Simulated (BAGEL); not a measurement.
**[BH2Br2]− (SMILES Br[BH2-]Br): RI-MP2/aug-cc-pVDZ (density fitting with qzvpp-jkfit)**

What is the energy change on altering one bond length of [BH2Br2]− at RI-MP2/aug-cc-pVDZ (density fitting with qzvpp-jkfit)? 

Program for the calculation: BAGEL 1.2.2.

2 further runs of the same task are left out: 2 set aside as unsound or not needed.

### Step 1. Starting point

The species is [BH2Br2]− (5 atoms), meant as a singlet with charge -1. SMILES: `Br[BH2-]Br`. The coordinates come from a GFN2-xTB relaxation.

Bond lengths: Br1–B2 2.020 Å, B2–Br3 2.020 Å, B2–H4 1.201 Å, B2–H5 1.201 Å. Angles: Br1–B2–Br3 110.7°, Br1–B2–H4 108.2°, Br1–B2–H5 108.3°, Br3–B2–H4 108.2°, Br3–B2–H5 108.2°, H4–B2–H5 113.2°.

### Step 2. The energy at RI-MP2/aug-cc-pVDZ (density fitting with qzvpp-jkfit)

input.json

```json
{ "bagel" : [

{
  "title" : "molecule",
  "basis" : "aug-cc-pvdz.json",
  "df_basis" : "qzvpp-jkfit",
  "angstrom" : "true",
  "geometry" : [
    { "atom" : "Br", "xyz" : [   -1.618380,   -0.257020,    0.992490 ] },
    { "atom" : "B", "xyz" : [    0.005190,    0.130490,   -0.145410 ] },
    { "atom" : "Br", "xyz" : [    1.566920,   -1.016280,    0.427240 ] },
    { "atom" : "H", "xyz" : [   -0.261480,   -0.139250,   -1.284780 ] },
    { "atom" : "H", "xyz" : [    0.307750,    1.282070,    0.010460 ] }
  ]
},
{
  "title" : "hf",
  "charge" : -1
},
{
  "title" : "mp2",
  "charge" : -1,
  "ncore" : 19
}

]}
```

The basis set aug-cc-pVDZ is read from a file made from the Basis Set Exchange's data (not shown).

Run with:

```
$ BAGEL_NUM_THREADS=1 BAGEL input.json > input.out
```

What it wrote:

```text
* using 1 threads per process

  ===============================================================
  ===============================================================

  *** Geometry ***

  { "atom" : "Br", "xyz" : [     -3.058295,     -0.485697,      1.875534 ] },
  { "atom" : "B", "xyz" : [      0.009808,      0.246590,     -0.274785 ] },
  { "atom" : "Br", "xyz" : [      2.961050,     -1.920491,      0.807367 ] },
  { "atom" : "H", "xyz" : [     -0.494126,     -0.263144,     -2.427882 ] },
  { "atom" : "H", "xyz" : [      0.581563,      2.422761,      0.019767 ] },

  Number of auxiliary basis functions:      643

  Since a DF basis is specified, we compute 2- and 3-index integrals:
    o Being stored without compression. Storage requirement is 0.066 GB

  Number of basis functions:      113
  Number of electrons      :       77

    * METHOD: MOLECULE                             0.45

  *** RHF ***

  === Nuclear Repulsion ===
   319.3440486071

      * DIIS with orbital gradients will be used.

  === RHF iteration (aug-cc-pvdz.json) ===
      0      -5170.54037394          0.01764290           0.21
      1      -5170.69529883          0.01043837           0.20
      2      -5170.74777157          0.00088297           0.20
      3      -5170.74869735          0.00020263           0.20
      4      -5170.74875434          0.00006026           0.20
      5      -5170.74875866          0.00001423           0.20
      6      -5170.74875901          0.00000386           0.20
      7      -5170.74875903          0.00000100           0.20
      8      -5170.74875903          0.00000028           0.20
      9      -5170.74875903          0.00000009           0.20
     10      -5170.74875903          0.00000003           0.20
     11      -5170.74875903          0.00000001           0.20
     12      -5170.74875903          0.00000000           0.20
    * SCF iteration converged.

    * Permanent dipole moment:
           (    0.009085,     0.212495,    -0.237172) a.u.

    * METHOD: HF                                   2.95

  *** RHF ***

  === Nuclear Repulsion ===
   319.3440486071

      * DIIS with orbital gradients will be used.

  === RHF iteration (aug-cc-pvdz.json) ===
      0      -5170.74875903          0.00000000           0.20
    * SCF iteration converged.

    * Permanent dipole moment:
           (    0.009085,     0.212495,    -0.237172) a.u.

  === DF-MP2 calculation ===

    * freezing 19 orbitals
    * 3-index integral transformation done
    * assembly done

      MP2 correlation energy:   -0.3989594076      0.12

      MP2 total energy:       -5171.1477184388

    * METHOD: MP2                                  0.53

  ===============================================================
```

It took 4.2 s on 1 thread of Arm Neoverse V2, shared host; peak memory 0.23 GiB.

### Step 3. The distorted shape

job.json

```json
{ "bagel" : [

{
  "title" : "molecule",
  "basis" : "aug-cc-pvdz.json",
  "df_basis" : "qzvpp-jkfit",
  "angstrom" : true,
  "geometry" : [
    { "atom" : "Br", "xyz" : [   -3.566660,   -0.722031,    2.357967 ] },
    { "atom" : "B", "xyz" : [    0.005190,    0.130490,   -0.145410 ] },
    { "atom" : "Br", "xyz" : [    1.566920,   -1.016280,    0.427240 ] },
    { "atom" : "H", "xyz" : [   -0.261480,   -0.139250,   -1.284780 ] },
    { "atom" : "H", "xyz" : [    0.307750,    1.282070,    0.010460 ] }
  ]
},
{
  "title" : "hf",
  "charge" : -1
},
{
  "title" : "mp2",
  "charge" : -1,
  "ncore" : 19
}

]}
```

The basis set aug-cc-pVDZ is read from a file made from the Basis Set Exchange's data (not shown).

Run with:

```
$ BAGEL_NUM_THREADS=1 BAGEL job.json > job.out
```

What it wrote:

```text
* using 1 threads per process

  ===============================================================
  ===============================================================

  *** Geometry ***

  { "atom" : "Br", "xyz" : [     -6.740011,     -1.364441,      4.455912 ] },
  { "atom" : "B", "xyz" : [      0.009808,      0.246590,     -0.274785 ] },
  { "atom" : "Br", "xyz" : [      2.961050,     -1.920491,      0.807367 ] },
  { "atom" : "H", "xyz" : [     -0.494126,     -0.263144,     -2.427882 ] },
  { "atom" : "H", "xyz" : [      0.581563,      2.422761,      0.019767 ] },

  Number of auxiliary basis functions:      643

  Since a DF basis is specified, we compute 2- and 3-index integrals:
    o Being stored without compression. Storage requirement is 0.066 GB

  Number of basis functions:      113
  Number of electrons      :       77

    * METHOD: MOLECULE                             0.42

  *** RHF ***

  === Nuclear Repulsion ===
   210.8022564250

      * DIIS with orbital gradients will be used.

  === RHF iteration (aug-cc-pvdz.json) ===
      0      -5170.57174349          0.01036492           0.21
      1      -5170.67591071          0.00405351           0.20
      2      -5170.68974127          0.00086729           0.20
      3      -5170.69056000          0.00019951           0.20
      4      -5170.69062240          0.00008674           0.20
      5      -5170.69063490          0.00002883           0.20
      6      -5170.69063687          0.00000809           0.20
      7      -5170.69063699          0.00000240           0.20
      8      -5170.69063700          0.00000062           0.20
      9      -5170.69063700          0.00000020           0.20
     10      -5170.69063700          0.00000008           0.20
     11      -5170.69063700          0.00000004           0.19
     12      -5170.69063700          0.00000001           0.20
     13      -5170.69063700          0.00000000           0.20
    * SCF iteration converged.

    * Permanent dipole moment:
           (   -3.845027,    -0.227375,     1.937349) a.u.

    * METHOD: HF                                   3.14

  *** RHF ***

  === Nuclear Repulsion ===
   210.8022564250

      * DIIS with orbital gradients will be used.

  === RHF iteration (aug-cc-pvdz.json) ===
      0      -5170.69063700          0.00000000           0.20
    * SCF iteration converged.

    * Permanent dipole moment:
           (   -3.845027,    -0.227375,     1.937349) a.u.

  === DF-MP2 calculation ===

    * freezing 19 orbitals
    * 3-index integral transformation done
    * assembly done

      MP2 correlation energy:   -0.3774704467      0.11

      MP2 total energy:       -5171.0681074425

    * METHOD: MP2                                  0.52

  ===============================================================
```

Run time: 4.5 s. Hardware: 1 thread of Arm Neoverse V2, shared host; peak memory 0.23 GiB.

### Step 4. What came out

At RI-MP2/aug-cc-pVDZ (density fitting with qzvpp-jkfit), 19 core orbitals frozen:

| quantity | value |
| --- | --- |
| first shape: total energy | -5171.14772 Eh |
| first shape: correlation energy (19 core orbitals frozen) | -399.0 mEh |
| distorted shape: total energy | -5171.06811 Eh |
| distorted shape: correlation energy (19 core orbitals frozen) | -377.5 mEh |
| energy change with the Br1–B2 bond stretched from 2.020 to 4.444 Å | 2.166 eV |

With the Br1–B2 bond stretched from 2.020 to 4.444 Å the energy rises by 2.17 eV (209 kJ/mol). The first shape isn't relaxed at this level, so the change isn't measured from a minimum.
